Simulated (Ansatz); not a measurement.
# Si8AuO16: the cost of one run

All numbers below are computed with Ansatz 0.2.0 (DFT PBE, plane waves, PAW, scalar-relativistic, collinear spin).

The COD cell was measured well above room temperature, so it is larger than a cold one.

## 1. The starting structure

The cell holds 25 atoms (AuO16Si8): a = 5.921 Å, b = 5.921 Å, c = 5.337 Å, α = 90.00°, β = 90.00°, γ = 90.00°.

The coordinates stand in the first input below.

## 2. End point A

The input, input.yaml:

```yaml
crystal:
  lattice:
    - [-4.1865, -4.1865, 0.0]
    - [4.1865, -4.1865, 0.0]
    - [0.0, 0.0, 5.3368]
  atoms:
    - { symbol: Si, position: [0.5, 0.5, 0.0] }
    - { symbol: Si, position: [0.0, 0.5, 0.25] }
    - { symbol: O, position: [0.1941, 0.5, 0.0] }
    - { symbol: O, position: [0.0, 0.1941, 0.25] }
    - { symbol: O, position: [0.8059, 0.5, 0.0] }
    - { symbol: O, position: [0.0, 0.8059, 0.25] }
    - { symbol: Si, position: [0.5, 0.5, 0.5] }
    - { symbol: Si, position: [0.0, 0.5, 0.75] }
    - { symbol: O, position: [0.1941, 0.5, 0.5] }
    - { symbol: O, position: [0.0, 0.1941, 0.75] }
    - { symbol: O, position: [0.8059, 0.5, 0.5] }
    - { symbol: O, position: [0.0, 0.8059, 0.75] }
    - { symbol: Si, position: [0.0, 0.0, 0.0] }
    - { symbol: Si, position: [0.5, 0.0, 0.25] }
    - { symbol: O, position: [0.6941, 0.0, 0.0] }
    - { symbol: O, position: [0.5, 0.6941, 0.25] }
    - { symbol: O, position: [0.3059, 0.0, 0.0] }
    - { symbol: O, position: [0.5, 0.3059, 0.25] }
    - { symbol: Si, position: [0.0, 0.0, 0.5] }
    - { symbol: Si, position: [0.5, 0.0, 0.75] }
    - { symbol: O, position: [0.6941, 0.0, 0.5] }
    - { symbol: O, position: [0.5, 0.6941, 0.75] }
    - { symbol: O, position: [0.3059, 0.0, 0.5] }
    - { symbol: O, position: [0.5, 0.3059, 0.75] }
    - { symbol: Au, position: [0.7527382, 0.2486851, 0.1289385], spin: 1.0 }
magnetization:
  spin_polarized: true
basis:
  ecutwfc: 420.0
kpoints:
  mp_grid: { grid: [2, 2, 2] }
hamiltonian:
  xc: pbe
  pseudopotentials: { kind: paw, azcp: { folder: soft_1 } }
scf:
  occupations: { method: fermi_dirac, width: 0.05 }
  lower_state_search: "off"
relax:
  f_tol: 0.03
  max_steps: 60
  adjacent_minimum: "off"
output:
  write_density: true
  write_potential: true
  elf: true
  volumetric_format: npy
```

Started as:

```
$ ansatz run input.yaml --threads 2 --pin off --max-ram 5120MiB --backend cpu --events-out ev --progress --plain --runs-dir out
```

What time and memory should one allow on 2 threads of Arm Neoverse V1, shared host?

About 73 s, with a peak of 0.65 GiB.
